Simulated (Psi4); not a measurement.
# CH6NPSi (SMILES C1NP[SiH2]1) at B3LYP-D3(BJ)/def2-TZVP (density fitting)

We compute a structure relaxation of CH6NPSi. 

Program for the calculation: Psi4 1.11.

## (1) Starting point

The species is CH6NPSi (10 atoms), meant as a singlet with charge 0. As SMILES, `C1NP[SiH2]1`. Geometry: relaxed at PBE0-D4/def2-TZVP. The run starts from this shape.

Bond lengths: C1–N2 1.466 Å, N2–P3 1.737 Å, C1–Si4 1.900 Å, P3–Si4 2.263 Å, C1–H5 1.094 Å, C1–H6 1.100 Å, N2–H7 1.012 Å, P3–H8 1.446 Å, Si4–H9 1.486 Å, Si4–H10 1.487 Å. Some angles: C1–N2–P3 108.8°, N2–C1–Si4 91.6°, N2–P3–Si4 73.5°, C1–Si4–P3 77.1°, C1–N2–H7 117.6°, P3–N2–H7 119.0°, N2–C1–H5 113.0°, N2–C1–H6 113.4°, Si4–C1–H5 118.7°, Si4–C1–H6 110.6°.

## (2) A structure relaxation at B3LYP-D3(BJ)/def2-TZVP (density fitting)

The input, input.inp:

```
memory 1600 MB

molecule molecule1 {
  0 1
  C     -0.518900     0.753700    -0.280300
  N      0.388700     0.867200     0.865200
  P      0.973900    -0.716000     1.275900
  Si     0.382300    -0.797300    -0.907400
  H     -0.525900     1.647300    -0.910700
  H     -1.554200     0.512400     0.003600
  H      0.126500     1.500500     1.609100
  H     -0.253100    -1.393600     1.631500
  H      1.493100    -0.499900    -1.848100
  H     -0.429200    -1.925500    -1.435800
  units angstrom
}

set {
  basis        def2-TZVP
  reference    rks
  geom_maxiter 60
}

opt("b3lyp-d3bj2b")
```

Launch:

```sh
$ psi4 -n 1 input.inp input.out
```

input.out:

```text
[...]
  Running in c1 symmetry.
[...]
  Nuclear repulsion =  222.369200712179634
[...]
  Multiplicity = 1
[...]
  Nalpha       = 24
  Nbeta        = 24
[...]
    Number of basis functions: 172
[...]
   @DF-RKS iter   1:  -726.97664878484841    1.61772e-01   5.71729e-03 ADIIS/DIIS
[...]
   @DF-RKS iter   6:  -727.40215360453249   -1.93268e-11   6.32626e-09 DIIS
[...]
    Orbital Energies [Eh]
    ---------------------
    Doubly Occupied:
       1A    -77.061343     2A    -66.114840     3A    -14.316307
       4A    -10.195957     5A     -6.545113     6A     -5.277828
       7A     -4.707372     8A     -4.705141     9A     -4.702110
      10A     -3.636372    11A     -3.635102    12A     -3.634792
      13A     -0.896264    14A     -0.668151    15A     -0.622978
      16A     -0.501626    17A     -0.487597    18A     -0.441648
      19A     -0.413593    20A     -0.352774    21A     -0.324492
      22A     -0.314249    23A     -0.259243    24A     -0.236356
[...]
  @DF-RKS Final Energy:  -727.40215360453249
   => Energetics <=
    Nuclear Repulsion Energy =            221.3249353303169187
    One-Electron Energy =               -1443.4446480980518572
    Two-Electron Energy =                 542.1989084501150273
    DFT Exchange-Correlation Energy =     -47.4643789912188012
    Empirical Dispersion Energy =          -0.0169702956937876
    VV10 Nonlocal Energy =                  0.0000000000000000
    Total Energy =                       -727.4021536045324865
[...]
 Multipole Moments:
 ------------------------------------------------------------------------------------
     Multipole            Electronic (a.u.)      Nuclear  (a.u.)        Total (a.u.)
 ------------------------------------------------------------------------------------
 L = 1.  Multiply by 2.5417464519 to convert [e a0] to [Debye]
 Dipole X            :          3.4178271           -3.9987213           -0.5808942
 Dipole Y            :         -1.5132271            1.7088558            0.1956287
 Dipole Z            :          3.0612437           -3.2350919           -0.1738482
 Magnitude           :                                                    0.6371278
[...]
  -Total Gradient:
     Atom            X                  Y                   Z
    ------   -----------------  -----------------  -----------------
       1       -0.000023281889    -0.000001266629     0.000012346295
       2        0.000010179781    -0.000087281802     0.000002759324
       3       -0.000017664162     0.000057586018     0.000010522171
       4       -0.000020203461     0.000015114148    -0.000012878673
       5        0.000014201090     0.000002322231    -0.000011527615
       6        0.000006864347     0.000005076867    -0.000002538701
       7       -0.000002248276     0.000005670855    -0.000016591240
       8        0.000010996414    -0.000008334344     0.000004657535
       9        0.000014936009     0.000004250613     0.000016332361
      10       -0.000008143321    -0.000007879240    -0.000015281257
[...]
```

Standard output:

```text
Optimizer: Optimization complete!
```

Run time: 1.7 min. Hardware: 1 thread of AMD EPYC 7R43 (Zen 3), shared host; peak memory 1.3 GiB.

The path in brief:

```csv
step,energy from the first frame kept (eV),largest force (eV/Å)
0,0.0000,0.3187
1,-0.0048,0.0743
2,-0.0051,0.0201
3,-0.0051,0.0079
4,-0.0051,0.0045
```

After the run. Bond lengths: C1–N2 1.476 Å, N2–P3 1.746 Å, C1–Si4 1.906 Å, P3–Si4 2.279 Å, C1–H5 1.092 Å, C1–H6 1.099 Å, N2–H7 1.012 Å, P3–H8 1.445 Å, Si4–H9 1.481 Å, Si4–H10 1.482 Å. Some angles: C1–N2–P3 109.0°, N2–C1–Si4 91.8°, N2–P3–Si4 73.6°, C1–Si4–P3 77.2°, C1–N2–H7 117.5°, P3–N2–H7 119.2°, N2–C1–H5 112.7°, N2–C1–H6 113.3°, Si4–C1–H5 118.6°, Si4–C1–H6 110.9°.

## (3) What came out

Level: B3LYP-D3(BJ)/def2-TZVP (density fitting).

| quantity | value |
| --- | --- |
| total energy at the end | -727.40215 Eh |
| dipole moment | 1.62 D |
| HOMO energy | -6.43 eV |
| LUMO energy | -0.59 eV |
| HOMO–LUMO gap | 5.84 eV |
| dispersion energy | -44.56 kJ/mol |

**Reading.** At the final geometry: Bond lengths: C1–N2 1.476 Å, N2–P3 1.746 Å, C1–Si4 1.906 Å, P3–Si4 2.279 Å, C1–H5 1.092 Å, C1–H6 1.099 Å, N2–H7 1.012 Å, P3–H8 1.445 Å, Si4–H9 1.481 Å, Si4–H10 1.482 Å. Some angles: C1–N2–P3 109.0°, N2–C1–Si4 91.8°, N2–P3–Si4 73.6°, C1–Si4–P3 77.2°, C1–N2–H7 117.5°, P3–N2–H7 119.2°, N2–C1–H5 112.7°, N2–C1–H6 113.3°, Si4–C1–H5 118.6°, Si4–C1–H6 110.9°. The optimisation took 5 steps and changed the energy by -0.005 eV.
